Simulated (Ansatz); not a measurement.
# NbB2: properties at the relaxed cell

An exercise on one series of results from a longer session: the logs are not shown, and one member is left open.

Computed with Ansatz 0.2.0 (DFT r2SCAN, scalar-relativistic, plane waves, PAW, unless a step's input says otherwise).

## Starting point

Symmetry: P6/mmm, No. 191, hexagonal system. Conventional cell: a = 3.102 Å, b = 3.102 Å, c = 3.323 Å, α = 90.00°, β = 90.00°, γ = 120.00°. Nb (site symmetry 6/mmm) has 12 B at 2.44 Å in its first shell of neighbours. Around B (site symmetry -6m2) lie 3 B at 1.79 Å and 6 Nb at 2.44 Å.

Structure file:

```
CELL_PARAMETERS angstrom
3.10214 0.00000 0.00000
-1.55107 2.68653 0.00000
0.00000 0.00000 3.32344
ATOMIC_POSITIONS crystal
Nb 0.00000 0.00000 0.00000
B 0.33333 0.66667 0.50000
B 0.66667 0.33333 0.50000
```

This cell was relaxed beforehand with the same method: volume 9.23 Å³/atom, gap on the mesh none (metal).

Set-up of the first run:

The input, input.yaml:

```yaml
crystal:
  lattice:
    - [3.0708057429, 0.0, 0.0]
    - [-1.5354028715, 2.6593957834, 0.0]
    - [0.0, 0.0, 3.2898717395]
  atoms:
    - { symbol: Nb, position: [0.0, 0.0, 0.0] }
    - { symbol: B, position: [0.3333333333, 0.6666666667, 0.5] }
    - { symbol: B, position: [0.6666666667, 0.3333333333, 0.5] }
basis:
  ecutwfc: 500
kpoints:
  mp_grid: { grid: [18, 18, 14] }
hamiltonian:
  xc: r2scan
scf:
  occupations: { method: gaussian, width: 0.1 }
output:
  forces: true
  stress: true
  eigenvalues: true
relax:
  adjacent_minimum: "off"
  f_tol: 0.01
  max_steps: 30
  cell: { stress_tol: 0.1, fix: [volume] }
```

Run with:

```console
$ ansatz run input.yaml --threads 1 --pin off --max-ram 2560MiB --backend cpu --events-out ev --progress --plain --runs-dir out
```

Among the steps run: The cell scaled to 0.97 of its volume; The cell scaled to 1.03 of its volume; The cell scaled to 0.94 of its volume; Volume × 1.06; Point at V/V0 = 0.91; Volume × 1.10; The cell scaled to 0.88 of its volume.

One of the session's tables, all rows but one given; the rest of the session is left out.

It belongs to the step «Fit of the equation of state». 

```
volume (Å³/atom)  energy above the lowest point (meV/atom)  pressure (GPa)
           8.125                                     151.1           48.66
           8.402                                      80.4           33.58
           8.679                                         ?               ?
           8.956                                       8.0            9.55
           9.233                                       0.0            0.00
           9.510                                       7.3           -8.19
           9.786                                      27.7          -15.23
          10.156                                      72.1          -23.07
```

Estimate the missing values for volume (Å³/atom) = 8.679.

Worked estimate for «energy above the lowest point (meV/atom)». A straight line through the neighbours (8.402, 80.4) and (8.956, 8.0) gives 80.4 + (8.0 − 80.4) × (8.679 − 8.402) / (8.956 − 8.402) = 44.2; a parabola fitted to 4 rows on both sides gives 33.8.

The run gave: energy above the lowest point (meV/atom): 33.8; pressure (GPa): 20.64. In «energy above the lowest point (meV/atom)» the line misses by +10.4 and the parabola by 0.0.
